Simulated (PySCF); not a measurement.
# C2H9PSi2: magnetic properties

The task here is to estimate one member of a computed series from the others.

Computed with PySCF 2.14.0 and routines of our own; the level stands in each step. Atoms count from 0.

## The system as given

14 atoms, charge 0, multiplicity 1; geometry from: PBE0-D3(BJ)/def2-SVP.

Set-up of the first run:

Job settings and geometry (Å):

```
{"job": {"kind": "mag", "xc": "KT1", "basis": "pcSseg-1"}, "charge": 0, "multiplicity": 1}
Si    -2.644747     0.499503    -0.048739
C     -0.778514     0.340112     0.010837
C     -0.127060    -0.830883     0.124818
Si     1.740069    -1.002484     0.189656
P      2.665543     1.028323    -0.214743
H     -3.252136    -0.861157     0.062942
H     -3.136490     1.359632     1.071787
H     -3.079434     1.133281    -1.332290
H     -0.184455     1.265832    -0.045025
H     -0.719676    -1.756340     0.185161
H      2.178480    -1.441344     1.552072
H      2.184112    -2.050005    -0.782961
H      2.557575     0.897360    -1.633706
H      3.996865     0.511071    -0.174258
```

Method: GIAO KT1/pcSseg-1 magnetisability, rotational g tensor and spin-rotation constants, non-relativistic, gas phase.

Launch:

```console
> OMP_NUM_THREADS=1 python excited_run.py task.json out
```

This one command runs all jobs of the session in turn.

Steps of the session up to this table: Magnetic properties: GIAO KT1/pcSseg-1; Magnetic properties: GIAO B97-2/pcSseg-1; Magnetic properties: GIAO KT3/pcSseg-1; Magnetic properties: GIAO BHandHLYP/pcSseg-1; Magnetic properties: GIAO HSE06/pcSseg-1; Magnetic properties: GIAO revPBE/pcSseg-1.

One of the session's tables, all rows but one given; the rest of the session is left out.

| level | gap (eV) |
| --- | --- |
| GIAO KT1/pcSseg-1 | 4.57 |
| GIAO B97-2/pcSseg-1 | 6.30 |
| GIAO KT3/pcSseg-1 | 4.64 |
| GIAO BHandHLYP/pcSseg-1 | 8.66 |
| GIAO HSE06/pcSseg-1 | 5.80 |
| GIAO revPBE/pcSseg-1 | ? |

Estimate the missing values for GIAO revPBE/pcSseg-1.

The run gave: gap (eV): 4.54. In the column «gap (eV)» it is the lowest.

Caveats from the session: Vibrational averaging and real surroundings are missing from these values.
